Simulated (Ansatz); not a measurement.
# Si3Sn: one candidate of a structure search, part 2 of 2

Where does this trial cell of Si3Sn go when cell and atoms are let free?

Ansatz 0.2.0; DFT PBE, scalar-relativistic, plane waves, PAW. The steps go on from the part before.

**4. Full relaxation**

The end of the coarse run is made exact in the group found at a tolerance of 0.06 Å and reduced to its primitive cell.

File input.yaml:

```yaml
crystal:
  lattice:
    - [0.0, 3.3235132209, 3.3235132209]
    - [3.3235132209, 0.0, 3.3235132209]
    - [3.3235132209, 3.3235132209, 0.0]
  atoms:
    - { symbol: Si, position: [0.0, 0.0, 0.0] }
    - { symbol: Si, position: [0.25, 0.25, 0.25] }
    - { symbol: Si, position: [0.75, 0.75, 0.75] }
    - { symbol: Sn, position: [0.5, 0.5, 0.5] }
basis:
  ecutwfc: 420
kpoints:
  mp_grid: { grid: [12, 12, 12] }
hamiltonian:
  xc: pbe
scf:
  occupations: { method: gaussian, width: 0.1 }
output:
  forces: true
  stress: true
  eigenvalues: true
relax:
  adjacent_minimum: "off"
  f_tol: 0.01
  max_steps: 80
  cell: { stress_tol: 0.05 }
```

Started as:

```bash
> ansatz run input.yaml --threads 1 --pin off --max-ram 2560MiB --backend cpu --events-out ev --progress --plain --runs-dir out
```

What it wrote:

```text
Warning: RAYON_NUM_THREADS=1 ignored (pool sized by the plan → 1); use --threads N
Engine: ansatz 0.2.0, x86_64-unknown-linux-gnu
Pseudopotentials: kind: paw
Pseudopotential: Si, paw, valence charge 4, recommended cutoff 420 eV (normal), Si.paw.azcp
Pseudopotential: Sn, paw, valence charge 14, recommended cutoff 420 eV (normal), Sn.paw.azcp
Functional definition: PBE
  parameter kappa = 0.804
  parameter beta = 0.06672455060314922
  exchange = pbe_x(kappa = kappa, mu = beta*pi^2/3)
  correlation = pbe_c(beta = beta)
Crystal: 4 atoms, lattice volume = 73.421 Å³
Basis set: ecut = 420 eV, 1459 PW (Γ), exchange–correlation on 64×64×64 points (8 copies of the dense FFT grid, shifted against one another)
Bands: 17, of which v1, the nominal top of the filled ones, is band 13 counted from 1 (12 counted from 0)
Symmetry: 48 space group operations
Space group: Fm-3m (ITA 225), of the structure as read, at distance tolerance 4.2e-5 Å
k-points: 72 of 1728
Non-local potential: Si, projectors of the file, l = 0: 2, l = 1: 2, l = 2: 2
Non-local potential: Sn, projectors of the file, l = 0: 2, l = 1: 2, l = 2: 2, l = 3: 2
PAW form: soft (Blöchl's): semilocal exchange-correlation on the pseudo side does not see the compensation charge
PAW one-centre angular grid: Si, 110 points (default); XC on 64 Gauss nodes
PAW one-centre angular grid: Sn, 590 points (default); XC on 64 Gauss nodes
Initial density: superposition of atomic densities (neutral atoms: chi_scale 0, normalization atom), corrected by the library's trained network
Initial wavefunctions: pseudopotential atomic-orbital guess
Functional: x = pbe(κ = 0.804, μ = 0.2195149727645171), c = pbe(β = 0.06672455060314922)
SCF iter   1: F=—  HF=-7929.251997 eV  |F-HF|=—  |Δ(HF+E_count)|=         —  Δρ=1.49e-3  dr2=9.34e-4  ethr=1.77e-3  ⟨swp⟩=6.7  Hψ=15678  notcnv=0  defer=11
automatic band count: the SCF goes on with 21 bands, as 17 were too few: the levels above may hold too much charge
preconditioner: auto → Kerker (q_TF=auto, 2.295 Å⁻¹)  [metal: Δε(μ)=0.032 eV  Ē_g=15.162 eV  σ=0.100 eV  W_gap=0.18  n_scr=14 (ndim 8)  ℏωp=22.1 eV  f_vac=0.000  D(μ)=1.67/eV (n_scr^D=14)]
SCF iter   2: F=—  HF=-7929.251629 eV  |F-HF|=—  |Δ(HF+E_count)|=   3.69e-4  Δρ=6.45e-4  dr2=1.83e-4  ethr=3.59e-6  ⟨swp⟩=2.0  Hψ=3007  notcnv=0  defer=17
SCF iter   3: F=—  HF=-7929.251712 eV  |F-HF|=—  |Δ(HF+E_count)|=   8.29e-5  Δρ=2.68e-4  dr2=4.35e-5  ethr=7.03e-7  ⟨swp⟩=2.0  Hψ=2274  notcnv=0  defer=17
SCF iter   4: F=—  HF=-7929.251681 eV  |F-HF|=—  |Δ(HF+E_count)|=   3.05e-5  Δρ=5.66e-5  dr2=2.60e-6  ethr=1.67e-7  ⟨swp⟩=2.4  Hψ=2287  notcnv=0  defer=17
iter 5 did not close the SCF: its close was put off for the readings that it lacked (scf_convergence_deferred on its scf_iter line)
SCF iter   5: F=-7929.251680 eV  HF=-7929.251680 eV  |F-HF|=4.45e-8  |Δ(HF+E_count)|=   9.95e-7  Δρ=1.07e-5  dr2=4.49e-8  ethr=9.99e-9  ⟨swp⟩=2.0  Hψ=2269  notcnv=0  defer=17
SCF iter   6: F=-7929.251680 eV  HF=-7929.251680 eV  |F-HF|=4.44e-9  |Δ(HF+E_count)|=   1.47e-8  Δρ=2.90e-6  dr2=4.17e-9  ethr=1.73e-10  ⟨swp⟩=6.0  Hψ=6615  notcnv=0
SCF 1 converged in 6 iterations: F = -7929.251680 eV  dr2 = 4.17e-9
relax step   1: F+E_penalty+E_count = -7929.25168001 eV  Δ(F+E_penalty+E_count) = +0.000e0 eV  max|allowed force component| = 4.337e-18 eV/Å  Δτ_max = 0.0000 Å  P = -0.372 GPa  Ω = 73.421 Å³  (6 SCF iters, dr2 threshold 1.00e-7 eV, accepted)
Crystal: 4 atoms, lattice volume = 72.788 Å³
Basis set: ecut = 420 eV, 1411 PW (Γ), exchange–correlation on 64×64×64 points (8 copies of the dense FFT grid, shifted against one another)
Bands: 21, of which v1, the nominal top of the filled ones, is band 13 counted from 1 (12 counted from 0)
Initial density: handed on by an earlier stage of this run
Initial wavefunctions: those handed on with the density
iter 1 solved again at ethr=1.81e-7 eV; its pass at ethr=3.10e-3 eV (dr2=4.69e-5 eV) is discarded
SCF iter   1: F=—  HF=-7929.252086 eV  |F-HF|=—  |Δ(HF+E_count)|=         —  Δρ=2.25e-4  dr2=5.83e-5  ethr=1.81e-7  ⟨swp⟩=3.1  Hψ=9351  notcnv=0
preconditioner: auto → Kerker (q_TF=auto, 2.298 Å⁻¹)  [metal: Δε(μ)=0.039 eV  Ē_g=15.187 eV  σ=0.100 eV  W_gap=0.22  n_scr=14 (ndim 8)  ℏωp=22.2 eV  f_vac=0.000  D(μ)=1.65/eV (n_scr^D=14)]
SCF iter   2: F=—  HF=-7929.252047 eV  |F-HF|=—  |Δ(HF+E_count)|=   3.95e-5  Δρ=1.41e-4  dr2=2.05e-5  ethr=1.81e-7  ⟨swp⟩=1.0  Hψ=1514  notcnv=0
SCF iter   3: F=—  HF=-7929.252040 eV  |F-HF|=—  |Δ(HF+E_count)|=   6.31e-6  Δρ=2.01e-5  dr2=3.52e-7  ethr=7.90e-8  ⟨swp⟩=2.4  Hψ=2005  notcnv=0
SCF iter   4: F=-7929.252040 eV  HF=-7929.252040 eV  |F-HF|=8.01e-9  |Δ(HF+E_count)|=   1.01e-7  Δρ=4.27e-6  dr2=1.23e-8  ethr=1.33e-9  ⟨swp⟩=5.9  Hψ=6355  notcnv=0
SCF 2 converged in 4 iterations: F = -7929.252040 eV  dr2 = 1.23e-8
relax step   2: F+E_penalty+E_count = -7929.25204029 eV  Δ(F+E_penalty+E_count) = -3.603e-4 eV  max|allowed force component| = 2.429e-17 eV/Å  Δτ_max = 0.0000 Å  P = +0.272 GPa  Ω = 72.788 Å³  energy of the carried Pulay correction = +1.515e-4 eV  (4 SCF iters, dr2 threshold 3.46e-7 eV, accepted)
Crystal: 4 atoms, lattice volume = 73.054 Å³
iter 1 solved again at ethr=2.85e-8 eV; its pass at ethr=3.10e-3 eV (dr2=7.42e-6 eV) is discarded
SCF iter   1: F=—  HF=-7929.252228 eV  |F-HF|=—  |Δ(HF+E_count)|=         —  Δρ=9.37e-5  dr2=1.02e-5  ethr=2.85e-8  ⟨swp⟩=3.0  Hψ=9269  notcnv=0
preconditioner: auto → Kerker (q_TF=auto, 2.297 Å⁻¹)  [metal: Δε(μ)=0.038 eV  Ē_g=15.175 eV  σ=0.100 eV  W_gap=0.21  n_scr=14 (ndim 8)  ℏωp=22.2 eV  f_vac=0.000  D(μ)=1.66/eV (n_scr^D=14)]
SCF iter   2: F=—  HF=-7929.252200 eV  |F-HF|=—  |Δ(HF+E_count)|=   2.81e-5  Δρ=5.88e-5  dr2=3.59e-6  ethr=2.85e-8  ⟨swp⟩=1.0  Hψ=1522  notcnv=0
SCF iter   3: F=-7929.252199 eV  HF=-7929.252199 eV  |F-HF|=3.22e-8  |Δ(HF+E_count)|=   1.11e-6  Δρ=8.08e-6  dr2=5.58e-8  ethr=7.10e-10  ⟨swp⟩=4.8  Hψ=7014  notcnv=0
SCF 3 converged in 3 iterations: F = -7929.252199 eV  dr2 = 5.58e-8
relax step   3: F+E_penalty+E_count = -7929.25219905 eV  Δ(F+E_penalty+E_count) = -1.588e-4 eV  max|allowed force component| = 6.245e-17 eV/Å  Δτ_max = 0.0000 Å  P = -0.002 GPa  Ω = 73.054 Å³  energy of the carried Pulay correction = +8.774e-5 eV  (3 SCF iters, dr2 threshold 1.85e-7 eV, accepted)
Initial wavefunctions: pseudopotential atomic-orbital guess (no wavefunctions were taken with the density)
iter 1 solved again at ethr=1.52e-7 eV; its pass at ethr=3.10e-3 eV (dr2=3.96e-5 eV) is discarded
SCF iter   1: F=—  HF=-7929.252133 eV  |F-HF|=—  |Δ(HF+E_count)|=         —  Δρ=9.48e-6  dr2=6.13e-8  ethr=1.52e-7  ⟨swp⟩=3.0  Hψ=12319  notcnv=0
preconditioner: auto → Kerker (q_TF=auto, 2.297 Å⁻¹)  [metal: Δε(μ)=0.038 eV  Ē_g=15.173 eV  σ=0.100 eV  W_gap=0.21  n_scr=14 (ndim 8)  ℏωp=22.2 eV  f_vac=0.000  D(μ)=1.66/eV (n_scr^D=14)]
SCF iter   2: F=—  HF=-7929.252108 eV  |F-HF|=—  |Δ(HF+E_count)|=   2.59e-5  Δρ=5.56e-6  dr2=2.05e-8  ethr=2.36e-10  ⟨swp⟩=2.4  Hψ=2510  notcnv=0
SCF iter   3: F=—  HF=-7929.252108 eV  |F-HF|=—  |Δ(HF+E_count)|=   1.79e-9  Δρ=1.22e-6  dr2=7.27e-10  ethr=7.89e-11  ⟨swp⟩=2.0  Hψ=2409  notcnv=0
SCF iter   4: F=—  HF=-7929.252108 eV  |F-HF|=—  |Δ(HF+E_count)|=  2.84e-10  Δρ=2.99e-7  dr2=1.11e-10  ethr=2.80e-12  ⟨swp⟩=2.0  Hψ=2028  notcnv=0
SCF iter   5: F=-7929.252108 eV  HF=-7929.252108 eV  |F-HF|=9.09e-12  |Δ(HF+E_count)|=  3.82e-11  Δρ=1.98e-7  dr2=1.37e-11  ethr=1.00e-12  ⟨swp⟩=5.8  Hψ=5930  notcnv=0
SCF 4 converged in 5 iterations: F = -7929.252108 eV  dr2 = 1.37e-11
relax step   4: F+E_penalty+E_count = -7929.25210751 eV  Δ(F+E_penalty+E_count) = +9.154e-5 eV  max|allowed force component| = 6.361e-17 eV/Å  Δτ_max = 0.0000 Å  P = -0.003 GPa  Ω = 73.054 Å³  stress off target by 3.14e-3 GPa  SCF on the basis re-selected at this cell (its energy is not comparable with the rows above)  (5 SCF iters)
basis re-selected at this cell: Δ(F+E_penalty+E_count) = +9.154e-5 eV, ΔP = -0.001 GPa vs the last step (what re-selecting the basis moved, of the pressure what is left beyond the Pulay correction that the steps carried, after the strain that the cell walked since its last selection, with what the two solves' SCF thresholds leave and, on support functions, any second-order correction that the steps lacked; it is no measure of the basis error at this ecutwfc). This SCF's stress stands 3.14e-3 GPa from its target on what of the cell is left free (relax.cell.stress_tol is 5.00e-2 GPa) and its largest allowed force component is 6.36e-17 eV/Å (relax.f_tol is 1.00e-2 eV/Å): within both
SCF converged after 5 iterations
Free energy (F): -7929.252108 eV
Harris-Foulkes:  -7929.252108 eV  (|F-HF|=9.09e-12)
Internal energy: -7929.243797 eV  (E = F + TS)
E sigma→0 (E₀):  -7929.247952 eV
Entropy (-TS):   -0.008310 eV (-2.078 meV/atom)
Fermi energy:    10.145210 eV
--- Per-component energies (eV) ---
  E_band       = -29.695280
  E_kinetic    = 303.389369
  E_local      = -1063.323391  (includes V_loc(G=0)·N_el)
  E_nonlocal   = 44.854066
  E_hartree    = 641.410316
  E_xc         = -548.369311
  E_vxc        = -236.486192  (∫ρ·V_xc dr)
  E_paw        = -5672.595587  (= ΣΔE_a)
  E_vpaw       = -360.949817  (= ΣTr[D̂ρ^β])
  E_aug_tail   = 0.000021  (compensation charges beyond the density's cutoff)
  E_ewald      = -1634.609279
  E_smearing   = -0.008310  (= −TS)
  E_closure    = 0.000000  (closes the sum)
  Σ components = -7929.252108   (vs F -7929.252108, Δ=0.00e0)
--- Forces (eV/Å), atoms counted from 1 ---
  atom   1  Si    -0.00000000     0.00000000    -0.00000000
  atom   2  Si     0.00000000    -0.00000000    -0.00000000
  atom   3  Si     0.00000000     0.00000000     0.00000000
  atom   4  Sn     0.00000000    -0.00000000    -0.00000000
  max |Σ_I F_I| component: 1.16e-17 eV/Å
--- Stress (GPa, compression-positive) ---
       -0.003139      -0.000000      -0.000000
       -0.000000      -0.003139      -0.000000
       -0.000000      -0.000000      -0.003139
  P = ⅓ Tr σ = -0.0031 GPa (-0.031 kbar)
--- Band table (eV; the first three rows and the last of 72) ---
  k-point 0: bands = ["-11.2563", "-11.2563", "-11.2563", "-11.2228", "-11.2228", "-2.6231", "5.6183", "6.2534", "8.0154", "8.0154", "8.0154", "8.0745", "8.0745", "8.0745", "9.7358", "9.7358", "9.7358", "9.8089", "13.3799", "13.3799", "19.8566"]
  k-point 1: bands = ["-11.2564", "-11.2559", "-11.2559", "-11.2229", "-11.2229", "-2.5524", "5.3165", "5.8620", "7.5617", "7.5617", "7.5672", "8.6483", "8.6483", "8.7609", "9.4360", "9.5125", "9.5125", "10.9386", "13.7386", "13.7386", "19.1194"]
  k-point 2: bands = ["-11.2566", "-11.2548", "-11.2548", "-11.2229", "-11.2229", "-2.3402", "4.2572", "5.5052", "7.2104", "7.2104", "7.7322", "8.1629", "8.9189", "8.9189", "9.4661", "9.4661", "11.0676", "12.2702", "14.6303", "14.6303", "17.7494"]
  k-point 71: bands = ["-11.2548", "-11.2548", "-11.2448", "-11.2265", "-11.2209", "1.5417", "1.5744", "1.5744", "1.6935", "8.1718", "8.1718", "8.2508", "8.4750", "13.0319", "13.4805", "13.8300", "13.8300", "15.5858", "15.5858", "15.8649", "15.9385"]
--- Relaxed structure (3 steps of the walk, 3 accepted, 1 SCFs on fresh bases) ---
  F+E_penalty+E_count = -7929.25210751 eV   max|allowed force component| = 6.361e-17 eV/Å   (the final SCF, on the basis selected at the relaxed cell)
  cell:  # Å, volume = 73.0541 Å³
    - [2.8024546180925734e-34, 3.317963581006103, 3.317963581006103]
    - [3.317963581006103, -1.9107645123358464e-34, 3.317963581006103]
    - [3.317963581006103, 3.317963581006103, 8.407363854277723e-34]
  atoms:
    - { symbol: Si, position: [1.204008901669291e-34, -6.478191329063119e-35, -1.0297103273647318e-34] }
    - { symbol: Si, position: [0.25, 0.25, 0.25] }
    - { symbol: Si, position: [0.75, 0.75, 0.75] }
    - { symbol: Sn, position: [0.5, 0.5, 0.5] }
```

Wall time 54 s (1 thread of Intel Xeon at 2.50GHz (Skylake/Cascade Lake), shared host); peak memory 0.43 GiB.

Relaxation path:

```csv
step,E - E(step 1) (eV/cell),largest force component (eV/Å),pressure (GPa),volume (Å³)
1,0.0000,0.0000,-0.37,73.42
2,-0.0004,0.0000,0.27,72.79
3,-0.0005,0.0000,0.00,73.05
4,-0.0004,0.0000,0.00,73.05
```

Step 1 is the start. Step 4 repeats the geometry before it on a plane-wave basis chosen anew for that cell, so its energy need not be comparable with the rows above.

Lengths and angles in the start's conventional setting:

|  | before | after | change |
| --- | --- | --- | --- |
| a (Å) | 6.647 | 6.636 | -0.2 % |
| b (Å) | 6.647 | 6.636 | -0.2 % |
| c (Å) | 6.647 | 6.636 | -0.2 % |
| volume (Å³/atom) | 18.36 | 18.26 | -0.5 % |
| shortest distance (Å) | 2.878 | 2.873 | -0.2 % |
| space group (0.01 Å) | Fm-3m | Fm-3m | same |

Forces and stress were held to the start's 48 operations: a distortion of lower symmetry was not tested.

**5. Variant: occupations.method fermi_dirac, occupations.width 0.3**

input.yaml, as its differences from that of step 4:

```diff
@@ -17,7 +17,7 @@
 scf:
-  occupations: { method: gaussian, width: 0.1 }
+  occupations: { method: fermi_dirac, width: 0.3 }
 output:
   forces: true
+  eigenvalues: true
   stress: true
-  eigenvalues: true
 relax:
```

Started as:

```bash
> ansatz run input.yaml --threads 1 --pin off --max-ram 2560MiB --backend cpu --events-out ev --progress --plain --runs-dir out
```

What it wrote, cut to the lines that bear on the results:

```text
Warning: RAYON_NUM_THREADS=1 ignored (pool sized by the plan → 1); use --threads N
[...]
band count auto-derived: 19 (N_el = 26.0; filled up to band 13; 17 by the electrons, moments and atoms)
[...]
[... 4 set-up lines as earlier in the session ...]
[...]
Crystal: 4 atoms, lattice volume = 73.421 Å³
Basis set: ecut = 420 eV, 1459 PW (Γ), exchange–correlation on 64×64×64 points (8 copies of the dense FFT grid, shifted against one another)
Bands: 19, of which v1, the nominal top of the filled ones, is band 13 counted from 1 (12 counted from 0)
[... 2 set-up lines as earlier in the session ...]
k-points: 72 of 1728
[...]
       -0.000000      -0.000000       0.000013
  P = ⅓ Tr σ = 0.0000 GPa (0.000 kbar)
--- Band table (eV; the first three rows and the last of 72) ---
  k-point 0: bands = ["-11.3487", "-11.3487", "-11.3487", "-11.3162", "-11.3162", "-2.6563", "5.5269", "6.1424", "7.9485", "7.9485", "7.9485", "8.0105", "8.0105", "8.0105", "9.6553", "9.6553", "9.6553", "9.6722", "13.3079"]
[...]
--- Relaxed structure (3 steps of the walk, 3 accepted, 1 SCFs on fresh bases) ---
  F+E_penalty+E_count = -7929.52651401 eV   max|allowed force component| = 3.614e-17 eV/Å   (the final SCF, on the basis selected at the relaxed cell)
  cell:  # Å, volume = 73.5085 Å³
    - [-3.821529024671692e-34, 3.3248283978900295, 3.3248283978900295]
    - [3.3248283978900295, 4.967987732073199e-34, 3.3248283978900295]
    - [3.3248283978900295, 3.3248283978900295, 5.09537203289559e-34]
  atoms:
    - { symbol: Si, position: [-3.3352867583772e-35, 3.923827398886101e-35, 4.4515586391251827e-35] }
    - { symbol: Si, position: [0.25, 0.25, 0.25] }
    - { symbol: Si, position: [0.75, 0.75, 0.75] }
    - { symbol: Sn, position: [0.5, 0.5, 0.5] }
```

Wall time 40 s (1 thread of Intel Xeon at 2.50GHz (Skylake/Cascade Lake), shared host); peak memory 0.42 GiB.

```csv
run,ending,energy change,pressure (GPa),gap (eV),force (eV/Å),cycles,time
step 4,converged,0,0.0,0.00,0.00,-,54 s
variant,converged,+4.0 meV/atom (σ→0),0.0,0.00,0.00,16,40 s
```

Changing the smearing moves the energy by +4.0 meV/atom (σ→0 values), and the final volume goes from 73.05 to 73.51 Å³. The variant is not converged in its settings.

**6. Results**

What follows sums up all 2 parts. Changes of volume or cell count from the first structure of part 1.

```
                              quantity                                                                      value
symmetry at the end (tolerance 0.05 Å)                                                space group Fm-3m (No. 225)
                     conventional cell  a = 6.636 Å, b = 6.636 Å, c = 6.636 Å, α = 90.00°, β = 90.00°, γ = 90.00°
                                volume                                                              18.26 Å³/atom
     energy over the elements, grey Sn                                                              +0.60 eV/atom
                       gap on the mesh                                                               none (metal)
```

In words: The space group Fm-3m (No. 225) is kept, and the volume per atom grows by 1.3 % from the first guess. With a positive formation energy it can't be a ground state. No finished test with a distortion of lower symmetry is shown, so the end may be a saddle point.
